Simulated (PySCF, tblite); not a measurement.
# C₇H₁₂B radical: geometry, infrared bands and EPR parameters

Aim: predict the infrared bands and EPR parameters of C₇H₁₂B radical (`[BH]C#C[C@@H](C)C(C)C`).

The runs use tblite 0.8.0 and PySCF 2.14.0, with density-fitted response routines of our own; the level of theory stands in each step. All values are computed, except where a source is named. Atoms count from 0, in the outputs and in this text.

## 1. Starting geometry

20 atoms, charge 0, multiplicity 2; geometry from: force field or distance geometry start.

Bonds of the start (Å): B0–C1 1.55, C1–C2 1.19, C2–C3 1.49, C3–C4 1.52, C3–C5 1.56, C5–C6 1.54, C5–C7 1.54, B0–H8 1.18, C3–H9 1.12, C4–H10 1.12, C4–H11 1.11, C4–H12 1.12, C5–H13 1.10, C6–H14 1.10, C6–H15 1.12, C6–H16 1.10, C7–H17 1.12, C7–H18 1.11, C7–H19 1.11.

## 2. Relaxing the molecule with GFN2-xTB

The job: settings as JSON, then the geometry in Å.

```
{"job": {"kind": "relax", "xc": "GFN2-xTB", "basis": "xTB"}, "charge": 0, "multiplicity": 2}
B      3.928000    -0.638700     0.039000
C      2.503500    -0.033100     0.056200
C      1.406700     0.426400     0.089600
C      0.036700     1.006400     0.103500
C     -0.192400     1.850800    -1.133900
C     -1.058700    -0.095900     0.288500
C     -1.032100    -1.163000    -0.818200
C     -0.943200    -0.756200     1.676600
H      4.066900    -1.810600    -0.003900
H     -0.021300     1.685800     0.988600
H     -0.025100     1.262400    -2.069500
H      0.507300     2.710700    -1.143600
H     -1.231900     2.255600    -1.140800
H     -2.043300     0.403500     0.248800
H     -0.062500    -1.691400    -0.834000
H     -1.839600    -1.910600    -0.624200
H     -1.218500    -0.706500    -1.804700
H     -1.795400    -1.472400     1.821900
H     -0.999200     0.009100     2.480300
H      0.008900    -1.321500     1.776600
```

Run with:

```sh
> OMP_NUM_THREADS=1 python probes_run.py task.json out
```

One launch serves the whole session: the jobs run in the order shown.

**Question.** This job is followed by: GFN2-xTB harmonic vibrations, gas phase; UKS B3LYP, pcH-1 on B C H, non-relativistic, mean-field spin-orbit, GIAO. Predict these results of the whole session: strongest single infrared mode (GFN2-xTB); zero-point energy (GFN2-xTB); g(iso) (B3LYP); ⟨S²⟩; largest a(iso) (averaged by class); potential on the surface of density 0.002 e/bohr³, 1st and 99th percentile.

**Answer**, as computed:

```
                                                                  quantity                  value
                                 strongest single infrared mode (GFN2-xTB)  2870 cm⁻¹, 124 km/mol
                                              zero-point energy (GFN2-xTB)         104.9 kcal/mol
                                                            g(iso) (B3LYP)                1.99800
                                                                      ⟨S²⟩     0.763 (exact 0.75)
                                        largest a(iso) (averaged by class)   13C on C1, -60.9 MHz
potential on the surface of density 0.002 e/bohr³, 1st and 99th percentile     -0.91 V and 0.88 V
```

In words: Relaxing lowered the energy by 0.533 eV in 84 steps; the close pair that moved most is B0–C1, from 1.548 to 1.402 Å. No mode is imaginary among the 54: a minimum at this level. The strongest single mode, at 2870 cm⁻¹, moves mainly H8. GFN2-xTB is a fitted tight-binding method: band positions and strengths are rough. Its intensities can rank the bands wrongly. The largest share of the spin, 0.74 e, sits on B0. The isotropic g lies 4.3 ppt below the free-electron value. These values are for one conformer; the search (at its own cheap level) found 2 more, at 0.00, 0.73 kcal/mol (those within 0.05 may be mirror or relabelled copies), and measured spectra average over such forms.
